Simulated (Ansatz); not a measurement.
# TiSi2: a line through an energy map

One line of a two-coordinate grid on TiSi2 (Cmcm, No. 63; 6 atoms in the cell): volume per atom is varied, at stretch along b over the lengths across it = 0.974.

Computed with Ansatz 0.2.0 (DFT PBEsol, scalar-relativistic, plane waves, PAW, unless a step's input says otherwise).

17 further runs of the same task are left out: 1 that didn't finish, 16 set aside as unsound or not needed.

## 1. The system as given

Symmetry: Cmcm, No. 63, orthorhombic system. The conventional cell has a = 3.517 Å, b = 13.348 Å, c = 3.555 Å, α = 90.00°, β = 90.00°, γ = 90.00°. Around Ti (site symmetry m2m) lie 10 Si at 2.56 to 2.79 Å. Si (site symmetry m2m) has 2 Si at 2.39 Å and 6 Ti at 2.56 to 2.79 Å as nearest neighbours. Si (site symmetry m2m) has 4 Si at 2.50 Å and 4 Ti at 2.64 to 2.65 Å as nearest neighbours.

As a file:

```
CELL_PARAMETERS angstrom
1.75836 -6.67410 0.00000
1.75836 6.67410 0.00000
0.00000 0.00000 3.55541
ATOMIC_POSITIONS crystal
Ti 0.89751 0.10249 0.75000
Ti 0.10249 0.89751 0.25000
Si 0.55998 0.44002 0.75000
Si 0.44002 0.55998 0.25000
Si 0.24972 0.75028 0.75000
Si 0.75028 0.24972 0.25000
```

It goes back to an entry of the Materials Project, which need not be the stable form.

This cell was relaxed beforehand with the same method: volume 13.91 Å³/atom, gap on the mesh none (metal).

## 2. What is varied

The energy is mapped over volume and the cell's shape.

First coordinate, volume per atom: 7 values from 12.795 to 15.021 Å³. Second coordinate, stretch along b over the lengths across it, relative to the relaxed cell: 7 values from 0.923 to 1.083.

Nothing else is relaxed (fractional coordinates fixed). Energies count from the relaxed crystal. Points are written as (first, second).

## 3. Grid point (13.166 Å³, 0.974)

Contents of input.yaml:

```yaml
crystal:
  lattice:
    - [1.7419770728, -6.4373685908, 0.0]
    - [1.7419770728, 6.4373685908, 0.0]
    - [0.0, 0.0, 3.5222833845]
  atoms:
    - { symbol: Ti, position: [0.8975108623, 0.1024891377, 0.75] }
    - { symbol: Ti, position: [0.1024891377, 0.8975108623, 0.25] }
    - { symbol: Si, position: [0.5599809709, 0.4400190291, 0.75] }
    - { symbol: Si, position: [0.4400190291, 0.5599809709, 0.25] }
    - { symbol: Si, position: [0.2497198722, 0.7502801278, 0.75] }
    - { symbol: Si, position: [0.7502801278, 0.2497198722, 0.25] }
basis:
  ecutwfc: 520.0
kpoints:
  mp_grid: { grid: [14, 14, 12] }
hamiltonian:
  xc: pbesol
  pseudopotentials: { kind: paw, azcp: { folder: soft_1 } }
scf:
  occupations: { method: gaussian, width: 0.15 }
output:
  forces: true
  stress: true
  eigenvalues: true
```

The run is started by

```sh
ansatz run input.yaml --threads 4 --pin off --max-ram 8192MiB --backend cpu --events-out ev --progress --plain --runs-dir out
```

Standard output (excerpt; [...] marks lines left out):

```text
Warning: <dir> the record states the generating functional pbe (its physics header spells it `PBE`), which answers neither for hamiltonian.xc's functional nor for the pbesol family's — results may be inconsistent (PPs are generated against a specific XC)
[...]
Warning: RAYON_NUM_THREADS=4 ignored (pool sized by the plan → 4); use --threads N
[...]
Pseudopotentials: kind: paw
Pseudopotential: Ti, paw, valence charge 12, recommended cutoff 420 eV (normal), <dir>
Pseudopotential: Si, paw, valence charge 4, recommended cutoff 420 eV (normal), <dir>
Functional definition: PBEsol
[...]
Crystal: 6 atoms, lattice volume = 78.996 Å³
Basis set: ecut = 520 eV, 2129 PW (Γ), exchange–correlation on 100×100×54 points (8 copies of the dense FFT grid, shifted against one another)
Bands: 26, of which v1, the nominal top of the filled ones, is band 20 counted from 1 (19 counted from 0)
Symmetry: 8 space group operations
Space group: Cmcm (ITA 63), of the structure as read, at distance tolerance 4.3e-5 Å
k-points: 399 of 2352
[...]
SCF iter   1: F=—  HF=-7438.401875 eV  |F-HF|=—  |Δ(HF+E_count)|=         —  Δρ=3.96e-2  dr2=2.70e0  ethr=3.10e-3  ⟨swp⟩=6.2  Hψ=49092  notcnv=0
[...]
SCF iter   7: F=-7437.686212 eV  HF=-7437.686212 eV  |F-HF|=3.73e-8  |Δ(HF+E_count)|=   5.28e-7  Δρ=1.09e-5  dr2=5.45e-8  ethr=2.50e-10  ⟨swp⟩=10.0  Hψ=51799  notcnv=0
[...]
SCF converged after 7 iterations
Free energy (F): -7437.686212 eV
[...]
E sigma→0 (E₀):  -7437.677678 eV
Entropy (-TS):   -0.017069 eV (-2.845 meV/atom)
Fermi energy:    13.979503 eV
[...]
--- Forces (eV/Å), atoms counted from 1 ---
  atom   1  Ti     0.00000000    -0.42390822     0.00000000
  atom   2  Ti     0.00000000     0.42390822     0.00000000
  atom   3  Si     0.00000000    -0.35004042     0.00000000
  atom   4  Si     0.00000000     0.35004042     0.00000000
  atom   5  Si     0.00000000     0.03666438     0.00000000
  atom   6  Si     0.00000000    -0.03666438     0.00000000
[...]
--- Stress (GPa, compression-positive) ---
        6.246007       0.000000       0.000000
        0.000000      12.304838       0.000000
        0.000000       0.000000       7.482511
  P = ⅓ Tr σ = 8.6778 GPa (86.778 kbar)
--- Band table (eV; the first three rows and the last of 399) ---
  k-point 0: bands = ["-42.3428", "-42.3259", "-18.8492", "-18.8146", "-18.8081", "-18.7866", "-18.7696", "-18.7121", "0.4103", "3.0630", "5.0696", "10.2367", "10.5959", "10.7957", "11.2470", "11.2774", "11.7586", "11.7989", "12.1899", "14.3861", "14.8268", "14.8943", "15.0083", [...]
[...]
```

Run time: 30 s. Hardware: 4 threads of Arm Neoverse N1, shared host; peak memory 1 GiB.

On the map this point reads 23 meV/atom.

## 4. The run at (13.537 Å³, 0.974)

input.yaml: that of step 3 with these lines changed.

```diff
@@ -2,5 +2,5 @@
   lattice:
-    - [1.7419770728, -6.4373685908, 0.0]
-    - [1.7419770728, 6.4373685908, 0.0]
-    - [0.0, 0.0, 3.5222833845]
+    - [1.7581879292, -6.4972748085, 0.0]
+    - [1.7581879292, 6.4972748085, 0.0]
+    - [0.0, 0.0, 3.5550617896]
   atoms:
```

The run is started by

```sh
ansatz run input.yaml --threads 4 --pin off --max-ram 8192MiB --backend cpu --events-out ev --progress --plain --runs-dir out
```

Standard output (excerpt; [...] marks lines left out):

```text
[...]
SCF converged after 7 iterations
Free energy (F): -7437.772090 eV
[...]
E sigma→0 (E₀):  -7437.763200 eV
Entropy (-TS):   -0.017780 eV (-2.963 meV/atom)
Fermi energy:    13.545663 eV
[...]
--- Forces (eV/Å), atoms counted from 1 ---
  atom   1  Ti     0.00000000    -0.32109356     0.00000000
  atom   2  Ti     0.00000000     0.32109356     0.00000000
  atom   3  Si     0.00000000    -0.23818924     0.00000000
  atom   4  Si     0.00000000     0.23818924     0.00000000
  atom   5  Si     0.00000000     0.02891411     0.00000000
  atom   6  Si     0.00000000    -0.02891411     0.00000000
[...]
--- Stress (GPa, compression-positive) ---
        1.514843       0.000000       0.000000
        0.000000       7.711748       0.000000
        0.000000       0.000000       2.171216
  P = ⅓ Tr σ = 3.7993 GPa (37.993 kbar)
--- Band table (eV; the first three rows and the last of 399) ---
  k-point 0: bands = ["-42.8555", "-42.8408", "-19.3409", "-19.3149", "-19.3097", "-19.2905", "-19.2742", "-19.2182", "0.1708", "2.7418", "4.7690", "9.8587", "10.2302", "10.4213", "10.8399", "10.9311", "11.3550", "11.4261", "11.7496", "13.9462", "14.3693", "14.4423", "14.4428", "14.8058", [...]
[...]
```

It took 31 s on 4 threads of Arm Neoverse N1, shared host; peak memory 1.1 GiB.

Energy on the map's scale: 9 meV/atom.

## 5. The run at (13.908 Å³, 0.974)

input.yaml: that of step 4 with these lines changed.

```diff
@@ -2,5 +2,5 @@
   lattice:
-    - [1.7581879292, -6.4972748085, 0.0]
-    - [1.7581879292, 6.4972748085, 0.0]
-    - [0.0, 0.0, 3.5550617896]
+    - [1.774110999, -6.5561175288, 0.0]
+    - [1.774110999, 6.5561175288, 0.0]
+    - [0.0, 0.0, 3.5872582893]
   atoms:
```

The run is started by

```sh
ansatz run input.yaml --threads 4 --pin off --max-ram 8192MiB --backend cpu --events-out ev --progress --plain --runs-dir out
```

Standard output (excerpt; [...] marks lines left out):

```text
[...]
SCF converged after 7 iterations
Free energy (F): -7437.794760 eV
[...]
E sigma→0 (E₀):  -7437.785516 eV
Entropy (-TS):   -0.018488 eV (-3.081 meV/atom)
Fermi energy:    13.130772 eV
[...]
--- Forces (eV/Å), atoms counted from 1 ---
  atom   1  Ti     0.00000000    -0.22697218     0.00000000
  atom   2  Ti     0.00000000     0.22697218     0.00000000
  atom   3  Si     0.00000000    -0.14066456     0.00000000
  atom   4  Si     0.00000000     0.14066456     0.00000000
  atom   5  Si     0.00000000     0.02165910     0.00000000
  atom   6  Si     0.00000000    -0.02165910     0.00000000
[...]
--- Stress (GPa, compression-positive) ---
       -2.581905       0.000000       0.000000
        0.000000       3.709663       0.000000
        0.000000       0.000000      -2.439382
  P = ⅓ Tr σ = -0.4372 GPa (-4.372 kbar)
--- Band table (eV; the first three rows and the last of 399) ---
  k-point 0: bands = ["-43.3461", "-43.3331", "-19.8125", "-19.7938", "-19.7899", "-19.7727", "-19.7571", "-19.7023", "-0.0549", "2.4390", "4.4837", "9.4937", "9.8822", "10.0661", "10.4549", "10.5997", "10.9710", "11.0706", "11.3283", "13.5251", "13.9028", "13.9315", "14.0110", "14.3598", [...]
[...]
```

Run time: 33 s. Hardware: 4 threads of Arm Neoverse N1, shared host; peak memory 1.1 GiB.

Energy on the map's scale: 4.8 meV/atom.

## 6. Grid point (14.279 Å³, 0.974)

input.yaml: that of step 5 with these lines changed.

```diff
@@ -2,5 +2,5 @@
   lattice:
-    - [1.774110999, -6.5561175288, 0.0]
-    - [1.774110999, 6.5561175288, 0.0]
-    - [0.0, 0.0, 3.5872582893]
+    - [1.7897419415, -6.6138807106, 0.0]
+    - [1.7897419415, 6.6138807106, 0.0]
+    - [0.0, 0.0, 3.6188641066]
   atoms:
```

The run is started by

```sh
ansatz run input.yaml --threads 4 --pin off --max-ram 8192MiB --backend cpu --events-out ev --progress --plain --runs-dir out
```

Standard output (excerpt; [...] marks lines left out):

```text
Warning: <dir> the record states the generating functional pbe (its physics header spells it `PBE`), which answers neither for hamiltonian.xc's functional nor for the pbesol family's — results may be inconsistent (PPs are generated against a specific XC)
[...]
Warning: RAYON_NUM_THREADS=4 ignored (pool sized by the plan → 4); use --threads N
[...]
[... 4 set-up lines as earlier in the session ...]
[...]
Crystal: 6 atoms, lattice volume = 85.674 Å³
Basis set: ecut = 520 eV, 2327 PW (Γ), exchange–correlation on 108×108×54 points (8 copies of the dense FFT grid, shifted against one another)
Bands: 26, of which v1, the nominal top of the filled ones, is band 20 counted from 1 (19 counted from 0)
[... 1 set-up line as earlier in the session ...]
Space group: Cmcm (ITA 63), of the structure as read, at distance tolerance 4.4e-5 Å
k-points: 399 of 2352
[...]
SCF iter   1: F=—  HF=-7438.399053 eV  |F-HF|=—  |Δ(HF+E_count)|=         —  Δρ=3.66e-2  dr2=2.44e0  ethr=3.10e-3  ⟨swp⟩=6.1  Hψ=47928  notcnv=0
[...]
SCF iter   7: F=-7437.762572 eV  HF=-7437.762572 eV  |F-HF|=4.02e-8  |Δ(HF+E_count)|=   5.87e-7  Δρ=1.09e-5  dr2=5.45e-8  ethr=2.50e-10  ⟨swp⟩=7.4  Hψ=53100  notcnv=0
[...]
SCF converged after 7 iterations
Free energy (F): -7437.762572 eV
[...]
E sigma→0 (E₀):  -7437.752969 eV
Entropy (-TS):   -0.019206 eV (-3.201 meV/atom)
Fermi energy:    12.733974 eV
[...]
--- Forces (eV/Å), atoms counted from 1 ---
  atom   1  Ti     0.00000000    -0.14107324    -0.00000000
  atom   2  Ti    -0.00000000     0.14107324     0.00000000
  atom   3  Si    -0.00000000    -0.05582610    -0.00000000
  atom   4  Si     0.00000000     0.05582610     0.00000000
  atom   5  Si     0.00000000     0.01492576     0.00000000
  atom   6  Si    -0.00000000    -0.01492576    -0.00000000
[...]
--- Stress (GPa, compression-positive) ---
       -6.122725      -0.000000       0.000000
       -0.000000       0.223205      -0.000000
        0.000000      -0.000000      -6.434231
  P = ⅓ Tr σ = -4.1113 GPa (-41.113 kbar)
--- Band table (eV; the first three rows and the last of 399) ---
[... band rows left out ...]
[...]
```

Wall time 35 s (4 threads of Arm Neoverse N1, shared host); peak memory 1.1 GiB.

That is 10 meV/atom from the zero.

## 7. The run at (14.650 Å³, 0.974)

input.yaml: that of step 6 with these lines changed.

```diff
@@ -2,5 +2,5 @@
   lattice:
-    - [1.7897419415, -6.6138807106, 0.0]
-    - [1.7897419415, 6.6138807106, 0.0]
-    - [0.0, 0.0, 3.6188641066]
+    - [1.8051100854, -6.6706727362, 0.0]
+    - [1.8051100854, 6.6706727362, 0.0]
+    - [0.0, 0.0, 3.6499385441]
   atoms:
```

The run is started by

```sh
ansatz run input.yaml --threads 4 --pin off --max-ram 8192MiB --backend cpu --events-out ev --progress --plain --runs-dir out
```

Standard output (excerpt; [...] marks lines left out):

```text
Warning: <dir> the record states the generating functional pbe (its physics header spells it `PBE`), which answers neither for hamiltonian.xc's functional nor for the pbesol family's — results may be inconsistent (PPs are generated against a specific XC)
[...]
Warning: RAYON_NUM_THREADS=4 ignored (pool sized by the plan → 4); use --threads N
[...]
[... 4 set-up lines as earlier in the session ...]
[...]
Crystal: 6 atoms, lattice volume = 87.900 Å³
Basis set: ecut = 520 eV, 2359 PW (Γ), exchange–correlation on 108×108×60 points (8 copies of the dense FFT grid, shifted against one another)
Bands: 26, of which v1, the nominal top of the filled ones, is band 20 counted from 1 (19 counted from 0)
[... 2 set-up lines as earlier in the session ...]
k-points: 399 of 2352
[...]
SCF iter   1: F=—  HF=-7438.294961 eV  |F-HF|=—  |Δ(HF+E_count)|=         —  Δρ=3.56e-2  dr2=2.36e0  ethr=3.10e-3  ⟨swp⟩=6.1  Hψ=47701  notcnv=0
[...]
SCF iter   8: F=-7437.682779 eV  HF=-7437.682779 eV  |F-HF|=4.39e-9  |Δ(HF+E_count)|=   2.82e-8  Δρ=1.79e-6  dr2=5.80e-9  ethr=1.60e-10  ⟨swp⟩=2.0  Hψ=36045  notcnv=0
[...]
SCF converged after 8 iterations
Free energy (F): -7437.682779 eV
[...]
E sigma→0 (E₀):  -7437.672809 eV
Entropy (-TS):   -0.019941 eV (-3.323 meV/atom)
Fermi energy:    12.353598 eV
[...]
--- Forces (eV/Å), atoms counted from 1 ---
  atom   1  Ti     0.00000000    -0.06272516     0.00000000
  atom   2  Ti     0.00000000     0.06272516     0.00000000
  atom   3  Si     0.00000000     0.01795409     0.00000000
  atom   4  Si     0.00000000    -0.01795409     0.00000000
  atom   5  Si     0.00000000     0.00871362     0.00000000
  atom   6  Si     0.00000000    -0.00871362     0.00000000
[...]
--- Stress (GPa, compression-positive) ---
       -9.182747       0.000000       0.000000
        0.000000      -2.819369       0.000000
        0.000000       0.000000      -9.895267
  P = ⅓ Tr σ = -7.2991 GPa (-72.991 kbar)
--- Band table (eV; the first three rows and the last of 399) ---
[... band rows left out ...]
[...]
```

Wall time 40 s (4 threads of Arm Neoverse N1, shared host); peak memory 1.1 GiB.

On the map this point reads 23 meV/atom.

## 8. Point (15.021 Å³, 0.974)

input.yaml: that of step 7 with these lines changed.

```diff
@@ -2,5 +2,5 @@
   lattice:
-    - [1.8051100854, -6.6706727362, 0.0]
-    - [1.8051100854, 6.6706727362, 0.0]
-    - [0.0, 0.0, 3.6499385441]
+    - [1.8202209131, -6.7265138662, 0.0]
+    - [1.8202209131, 6.7265138662, 0.0]
+    - [0.0, 0.0, 3.6804926877]
   atoms:
```

The run is started by

```sh
ansatz run input.yaml --threads 4 --pin off --max-ram 8192MiB --backend cpu --events-out ev --progress --plain --runs-dir out
```

Standard output (excerpt; [...] marks lines left out):

```text
Warning: <dir> the record states the generating functional pbe (its physics header spells it `PBE`), which answers neither for hamiltonian.xc's functional nor for the pbesol family's — results may be inconsistent (PPs are generated against a specific XC)
[...]
Warning: RAYON_NUM_THREADS=4 ignored (pool sized by the plan → 4); use --threads N
[...]
[... 4 set-up lines as earlier in the session ...]
[...]
Crystal: 6 atoms, lattice volume = 90.126 Å³
Basis set: ecut = 520 eV, 2415 PW (Γ), exchange–correlation on 108×108×60 points (8 copies of the dense FFT grid, shifted against one another)
Bands: 26, of which v1, the nominal top of the filled ones, is band 20 counted from 1 (19 counted from 0)
[... 1 set-up line as earlier in the session ...]
Space group: Cmcm (ITA 63), of the structure as read, at distance tolerance 4.5e-5 Å
k-points: 399 of 2352
[...]
SCF iter   1: F=—  HF=-7438.150384 eV  |F-HF|=—  |Δ(HF+E_count)|=         —  Δρ=3.48e-2  dr2=2.28e0  ethr=3.10e-3  ⟨swp⟩=6.0  Hψ=47330  notcnv=0
[...]
SCF iter   8: F=-7437.561723 eV  HF=-7437.561723 eV  |F-HF|=6.20e-9  |Δ(HF+E_count)|=   3.32e-8  Δρ=2.01e-6  dr2=7.98e-9  ethr=1.86e-10  ⟨swp⟩=2.0  Hψ=36749  notcnv=0
[...]
SCF converged after 8 iterations
Free energy (F): -7437.561723 eV
[...]
E sigma→0 (E₀):  -7437.551375 eV
Entropy (-TS):   -0.020696 eV (-3.449 meV/atom)
Fermi energy:    11.988727 eV
[...]
--- Forces (eV/Å), atoms counted from 1 ---
  atom   1  Ti     0.00000000     0.00840369     0.00000000
  atom   2  Ti     0.00000000    -0.00840369     0.00000000
  atom   3  Si     0.00000000     0.08203914     0.00000000
  atom   4  Si     0.00000000    -0.08203914     0.00000000
  atom   5  Si     0.00000000     0.00303028     0.00000000
  atom   6  Si     0.00000000    -0.00303028     0.00000000
[...]
--- Stress (GPa, compression-positive) ---
      -11.821412       0.000000       0.000000
        0.000000      -5.473955       0.000000
        0.000000       0.000000     -12.887754
  P = ⅓ Tr σ = -10.0610 GPa (-100.610 kbar)
--- Band table (eV; the first three rows and the last of 399) ---
[... band rows left out ...]
[...]
```

Wall time 41 s (4 threads of Arm Neoverse N1, shared host); peak memory 1.1 GiB.

On the map this point reads 44 meV/atom.

## 9. The line in numbers

| volume per atom (Å³) | step | energy (meV/atom) | slope (meV/atom per Å³) | pressure (GPa) | largest force on an atom (eV/Å) |
| --- | --- | --- | --- | --- | --- |
| 12.795 | – | 49 | −89 | 14.3 | 0.54 |
| 13.166 | 3 | 23 | −54 | 8.7 | 0.42 |
| 13.537 | 4 | 9 | −24 | 3.8 | 0.32 |
| 13.908 | 5 | 4.8 | 3 | −0.4 | 0.23 |
| 14.279 | 6 | 10 | 26 | −4.1 | 0.14 |
| 14.650 | 7 | 23 | 46 | −7.3 | 0.06 |
| 15.021 | 8 | 44 | 63 | −10.1 | 0.08 |

Energies count from the relaxed crystal. Rows without a step come from runs not printed here or follow by symmetry. Slopes come from the forces (and the stress, where the cell changes), not from differences of energies.

**Reading.** Along the line the energy is lowest at 13.908 Å³, 4.8 meV/atom from the zero. A fit to energies and slopes at the lowest point and its two neighbours puts the minimum at 13.8672 Å³, with a curvature of about 67 meV/atom per (Å³)². V·d²E/dV² there is about 150 GPa, a bulk modulus under this line's constraint. The highest point computed, at 12.795 Å³, lies 45 meV/atom above the lowest. This is one cut through a surface in two coordinates; the map's lowest point lies off it.
